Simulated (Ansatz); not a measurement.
# C2H7AlTe: the cost of one run

All numbers are computed with Ansatz 0.2.0 through its Python package. Level of theory: MP2/def2-SVPD.

### Step 1. The structure

Bond lengths: C1–C2 1.463 Å, C2–Al3 1.989 Å, Al3–Te4 2.557 Å, C1–H5 1.148 Å, C1–H6 1.164 Å, C1–H7 1.127 Å, C2–H8 1.136 Å, C2–H9 1.109 Å, Al3–H10 1.639 Å, Te4–H11 1.779 Å. Angles (14 of 16 angles, heavy atoms first): C1–C2–Al3 109.8°, C2–Al3–Te4 122.6°, C1–C2–H8 108.9°, C1–C2–H9 111.3°, Al3–C2–H8 108.2°, Al3–C2–H9 110.0°, C2–C1–H5 112.8°, C2–C1–H6 111.3°, C2–C1–H7 113.9°, C2–Al3–H10 118.3°, Te4–Al3–H10 119.1°, Al3–Te4–H11 89.9°, H8–C2–H9 108.6°, H5–C1–H6 104.6°.

The script reads c2h7alte.xyz:

```xyz
11

C    -0.64020    1.38260    0.17710
C    -0.08650    0.24680    0.91460
Al    1.07200   -0.83480   -0.28660
Te    0.20010   -1.91400   -2.43430
H    -1.30030    1.06000   -0.70540
H    -1.34120    2.02360    0.84990
H     0.13940    2.09940   -0.20960
H     0.55480    0.63830    1.76660
H    -0.88980   -0.38790    1.34050
H     2.65020   -1.02090    0.11590
H    -0.29320   -3.35010   -1.50810
```

### Step 2. Script

run_tae.py reads:

```python
'''Energy to split C2H7AlTe into its atoms.'''

from collections import Counter
from dataclasses import dataclass

import ansatz as az


@dataclass(frozen=True)
class RunConfig:
    basis_set: str = 'def2-SVPD'
    level: str = 'MP2'


cfg = RunConfig()


def energy(molecule, charge=0, unpaired=0):
    calc = molecule.calculation().basis(gaussian=cfg.basis_set).correlation(cfg.level)
    if charge:
        calc = calc.charge(charge)
    if unpaired:
        calc = calc.spin('collinear', total=unpaired)
    report = calc.run(threads=1).report
    if report['published_state_doubts']:
        print('  doubts:', report['published_state_doubts'])
    return report['free_energy_ev']

system = az.Crystal.molecule_from_extxyz('c2h7alte.xyz')

# unpaired electrons of the ground-state atoms
unpaired = {'C': 2, 'Al': 1, 'Te': 2, 'H': 1}
counts = Counter(site.symbol for site in system.cartesian_sites)
atom_energy = {s: energy(az.Crystal.molecule().atom(s, (0, 0, 0)), 0, unpaired[s]) for s in counts}
whole = energy(system, 0, 0)
for s, e in atom_energy.items():
    print(f'{s:2s} x{counts[s]}  {e:14.5f} eV')
print(f'C2H7AlTe: {whole:.5f} eV')
split = sum(counts[s] * e for s, e in atom_energy.items()) - whole
print(f'atomisation energy (no zero-point term): {23.060548 * split:.1f} kcal/mol, {split / sum(counts.values()):.3f} eV an atom')
```

### Step 3. The run

Command:

```bash
python run_tae.py
```

What time and memory should one allow on 1 thread of Arm Neoverse V2, shared host?

About 6.5 s, with a peak of 0.44 GiB.
